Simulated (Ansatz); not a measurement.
# B(NH3)F3 (BF3H3N): geometry, orbitals and charge

Aim: characterise B(NH3)F3 (BF3H3N) as a singlet: its structure, frontier levels and distribution of charge.

Method: RKS PBE0-D4/def2-TZVP; program: Ansatz 0.2.0, Gaussian basis.

The runs, in order: relaxation at r2SCAN-D4/def2-SVP; a search for the lowest solution at PBE0-D4/def2-SVP; a single point at PBE0-D4/def2-TZVP.

**1. The system as given**

8 atoms, charge 0, spin multiplicity 1.

Atoms are counted from 1 here; the program's logs count them from 0.

Bond lengths: B1–N2 1.718 Å, B1–F6 1.350 Å, B1–F7 1.350 Å, B1–F8 1.350 Å, N2–H3 1.016 Å, N2–H4 1.016 Å, N2–H5 1.016 Å. Angles: N2–B1–F6 104.0°, N2–B1–F7 104.0°, N2–B1–F8 104.0°, F6–B1–F7 114.3°, F6–B1–F8 114.4°, F7–B1–F8 114.3°, B1–N2–H3 108.2°, B1–N2–H4 108.2°, B1–N2–H5 108.2°, H3–N2–H4 110.7°, H3–N2–H5 110.7°, H4–N2–H5 110.7°.

The start is a GFN2-xTB geometry.

**2. Optimising with r2SCAN-D4/def2-SVP**

Input file in.yaml:

```yaml
crystal:
  periodic: [false, false, false]
  atoms:
    - {symbol: B, position_ang: [-0.002220, 0.003020, -0.855470]}
    - {symbol: N, position_ang: [0.002440, -0.003100, 0.862280]}
    - {symbol: H, position_ang: [-0.960610, 0.044160, 1.182460]}
    - {symbol: H, position_ang: [0.526610, 0.806750, 1.181680]}
    - {symbol: H, position_ang: [0.443490, -0.863570, 1.174880]}
    - {symbol: F, position_ang: [1.306320, -0.020170, -1.185500]}
    - {symbol: F, position_ang: [-0.636350, 1.150530, -1.176680]}
    - {symbol: F, position_ang: [-0.679690, -1.117610, -1.183640]}
basis:
  gaussian: {orbitals: def2-SVP}
hamiltonian: {xc: r2scan, dispersion: d4}
scf: {omitted_lower_state_checks: [starts]}
output: {orbitals: {seedname: orbitals}}
relax: {f_tol: 0.02, max_steps: 100}
```

Launch:

```bash
ansatz run in.yaml --threads 4 --pin off --events-out ev --progress --plain --max-ram 3916MiB
```

Standard output, shortened:

```text
Functional definition: r2SCAN
  name "r2SCAN"
  cite "Furness, Kaplan, Ning, Perdew & Sun, J. Phys. Chem. Lett. 11, 8208 (2020) doi:10.1021/acs.jpclett.0c02405"
  cite "Furness, Kaplan, Ning, Perdew & Sun, J. Phys. Chem. Lett. 11, 9248 (2020) doi:10.1021/acs.jpclett.0c03077"
  parent r2scan
[...]
944 factors; their error is unknown
[...]
mean field -10358.97296830 eV, -380.6852350210 hartree, gradient 4.5e-6 eV, S^2 0.000000; 0 other end points of the search recorded, 0 dependent functions left out
[...]
reference -10358.97297642 eV, -380.6852353194 hartree; 21, 21 occupied and 64, 64 virtual orbitals, 944 factors
relax step   1: F+E_penalty+E_count = -10358.99842153 eV  Δ(F+E_penalty+E_count) = +0.000e0 eV  max|allowed force component| = 8.182e-1 eV/Å  Δτ_max = 0.0000 Å  (24 SCF iters, accepted)
[...]
relax step   5: F+E_penalty+E_count = -10359.03674934 eV  Δ(F+E_penalty+E_count) = -2.484e-4 eV  max|allowed force component| = 4.239e-2 eV/Å  Δτ_max = 0.0058 Å  (29 SCF iters, accepted)
[...]
relax step   6: F+E_penalty+E_count = -10359.03679054 eV  Δ(F+E_penalty+E_count) = -4.120e-5 eV  max|allowed force component| = 6.984e-3 eV/Å  Δτ_max = 0.0014 Å  (22 SCF iters, accepted)
[...]
944 factors; their error is unknown
mean field -10359.01134181 eV, -380.6866452214 hartree, gradient 7.4e-6 eV, S^2 0.000000; 0 other end points of the search recorded, 0 dependent functions left out
[...]
reference -10359.01134993 eV, -380.6866455197 hartree; 21, 21 occupied and 64, 64 virtual orbitals, 944 factors
Total energy: -10359.03679866 eV, -380.6875807433 hartree
Atom 0 at    -0.002315     0.003052    -0.856416 Å, force    -0.000009    -0.000016     0.000634 eV/Å
Atom 1 at     0.002256    -0.002949     0.831197 Å, force     0.000055    -0.000054     0.006984 eV/Å
Atom 2 at    -0.953866     0.034391     1.190382 Å, force    -0.001182    -0.000750    -0.002110 eV/Å
Atom 3 at     0.515189     0.805315     1.189231 Å, force    -0.000094     0.001365    -0.002144 eV/Å
Atom 4 at     0.448282    -0.852384     1.183476 Å, force     0.001220    -0.000567    -0.002104 eV/Å
Atom 5 at     1.326569    -0.027539    -1.183013 Å, force     0.004149    -0.000699    -0.000439 eV/Å
Atom 6 at    -0.640565     1.171662    -1.173419 Å, force    -0.001502     0.003942    -0.000383 eV/Å
Atom 7 at    -0.695560    -1.131537    -1.181429 Å, force    -0.002636    -0.003221    -0.000438 eV/Å
Dipole moment:     0.003490    -0.004617     1.298471 e Å
Checks for a lower state left out: starts
```

Wall time 9 s (4 threads of Arm Neoverse V1, shared host).

The steps of the relaxation:

| step | energy from step 1 (eV) | largest force component (eV/Å) |
| --- | --- | --- |
| 1 | 0.0000 | 0.8182 |
| 2 | -0.0290 | 0.4276 |
| 3 | -0.0318 | 0.3971 |
| 4 | -0.0381 | 0.0415 |
| 5 | -0.0383 | 0.0424 |
| 6 | -0.0384 | 0.0070 |

Distances of close pairs at the start and the end, largest changes first:

| bond | before (Å) | after (Å) | change (Å) |
| --- | --- | --- | --- |
| B1–N2 | 1.718 | 1.688 | -0.030 |
| B1–F6 | 1.350 | 1.369 | +0.019 |
| B1–F7 | 1.350 | 1.369 | +0.019 |
| B1–F8 | 1.350 | 1.369 | +0.019 |
| N2–H3 | 1.016 | 1.022 | +0.006 |
| N2–H4 | 1.016 | 1.022 | +0.006 |
| N2–H5 | 1.016 | 1.022 | +0.006 |

Bonds by kind at the end (by distance):

| bond | count | shortest (Å) | longest (Å) |
| --- | --- | --- | --- |
| B–F | 3 | 1.369 | 1.369 |
| B–N | 1 | 1.688 | 1.688 |
| H–N | 3 | 1.022 | 1.022 |

**3. Searching for the lowest solution, PBE0-D4/def2-SVP**

start.molden holds the orbitals of an earlier run on this state, given as this run's starting guess.

Input file in.yaml:

```yaml
crystal:
  periodic: [false, false, false]
  atoms:
    - {symbol: B, position_ang: [-0.002315, 0.003052, -0.856416]}
    - {symbol: N, position_ang: [0.002256, -0.002949, 0.831197]}
    - {symbol: H, position_ang: [-0.953866, 0.034391, 1.190382]}
    - {symbol: H, position_ang: [0.515189, 0.805315, 1.189231]}
    - {symbol: H, position_ang: [0.448282, -0.852384, 1.183476]}
    - {symbol: F, position_ang: [1.326569, -0.027539, -1.183013]}
    - {symbol: F, position_ang: [-0.640565, 1.171662, -1.173419]}
    - {symbol: F, position_ang: [-0.695560, -1.131537, -1.181429]}
basis:
  gaussian: {orbitals: def2-SVP, initial_orbitals: start.molden}
hamiltonian: {xc: pbe0, dispersion: d4}
output: {orbitals: {seedname: orbitals}}
```

The command is unchanged.

Standard output:

```text
Functional definition: PBE0
  name "PBE0"
  cite "Adamo & Barone, J. Chem. Phys. 110, 6158 (1999) doi:10.1063/1.478522"
  cite "Perdew, Burke & Ernzerhof, Phys. Rev. Lett. 77, 3865 (1996) doi:10.1103/PhysRevLett.77.3865"
  parent pbe
  parameter a = 0.25
  parameter kappa = 0.804
  parameter beta = 0.06672455060314922
  exchange = (1 - a)*pbe_x(kappa = kappa, mu = beta*pi^2/3) + a*exact_x
  correlation = pbe_c(beta = beta)
944 factors; their error is unknown
mean field evaluation 1: about -10353.3703 eV, gradient 3.7e0 eV
mean field evaluation 2: about -10353.3868 eV, gradient 1.4e-2 eV
mean field evaluation 4: about -10353.3948 eV, gradient 3.1e-5 eV
mean field evaluation 8: about -10353.3792 eV, gradient 2.0e0 eV
mean field evaluation 16: about -10353.3948 eV, gradient 4.2e-4 eV
mean field -10353.39476060 eV, -380.4802396689 hartree, gradient 3.6e-5 eV, S^2 0.000000; 1 other end points of the search recorded, 0 dependent functions left out
reference -10353.39478079 eV, -380.4802404111 hartree; 21, 21 occupied and 64, 64 virtual orbitals, 944 factors
Total energy: -10353.48182586 eV, -380.4834392582 hartree
```

Wall time 0.75 s (4 threads of Arm Neoverse V1, shared host).

Report: HOMO -9.86 eV, LUMO 0.44 eV.

**4. Single point, PBE0-D4/def2-TZVP**

Changes to in.yaml since step 3:

```diff
@@ -12,4 +12,5 @@
 basis:
-  gaussian: {orbitals: def2-SVP, initial_orbitals: start.molden}
+  gaussian: {orbitals: def2-TZVP, initial_orbitals: start.molden}
 hamiltonian: {xc: pbe0, dispersion: d4}
+scf: {omitted_lower_state_checks: [starts]}
 output: {orbitals: {seedname: orbitals}}
```

Launched as before.

Standard output:

```text
Functional definition: PBE0
  name "PBE0"
  cite "Adamo & Barone, J. Chem. Phys. 110, 6158 (1999) doi:10.1063/1.478522"
  cite "Perdew, Burke & Ernzerhof, Phys. Rev. Lett. 77, 3865 (1996) doi:10.1103/PhysRevLett.77.3865"
  parent pbe
  parameter a = 0.25
  parameter kappa = 0.804
  parameter beta = 0.06672455060314922
  exchange = (1 - a)*pbe_x(kappa = kappa, mu = beta*pi^2/3) + a*exact_x
  correlation = pbe_c(beta = beta)
these checks for a lower state are left out or cut short: starts
924 factors; their error is unknown
mean field evaluation 1: about -10360.6971 eV, gradient 2.1e2 eV
mean field evaluation 2: about -10365.8029 eV, gradient 5.7e0 eV
mean field evaluation 4: about -10365.8954 eV, gradient 3.1e-1 eV
mean field evaluation 8: about -10365.8955 eV, gradient 5.6e-6 eV
mean field -10365.89552317 eV, -380.9396342201 hartree, gradient 5.6e-6 eV, S^2 0.000000; 0 other end points of the search recorded, 0 dependent functions left out
reference -10365.89555133 eV, -380.9396352550 hartree; 21, 21 occupied and 152, 152 virtual orbitals, 924 factors
Total energy: -10365.98259639 eV, -380.9428341021 hartree
Checks for a lower state left out: starts
```

It took 1.4 s on 4 threads of Arm Neoverse V1, shared host.

From the report: HOMO -10.24 eV, LUMO -0.18 eV.

Mulliken charges, from this run's orbitals:

| atom | value (e) |
| --- | --- |
| B1 | 0.53 |
| N2 | -0.46 |
| H3 | 0.29 |
| H4 | 0.29 |
| H5 | 0.29 |
| F6 | -0.31 |
| F7 | -0.31 |
| F8 | -0.31 |

Largest Mayer bond orders: B1–F6 1.08; B1–F7 1.08; B1–F8 1.08; N2–H3 0.91; N2–H4 0.91; N2–H5 0.91; B1–N2 0.64.

**5. Summary of results**

```
                       quantity                          value
                    point group                            C3v
 commonest bond, hydrogen aside  B–F, 3 of mean length 1.369 Å
HOMO, LUMO at PBE0-D4/def2-TZVP               -10.24, -0.18 eV
   dipole at r2SCAN-D4/def2-SVP                         6.24 D
```

In words: The molecule keeps its bonding pattern by the stored test; the atoms moved 0.02 Å (rms). No usable vibrations, so a minimum isn't proven.
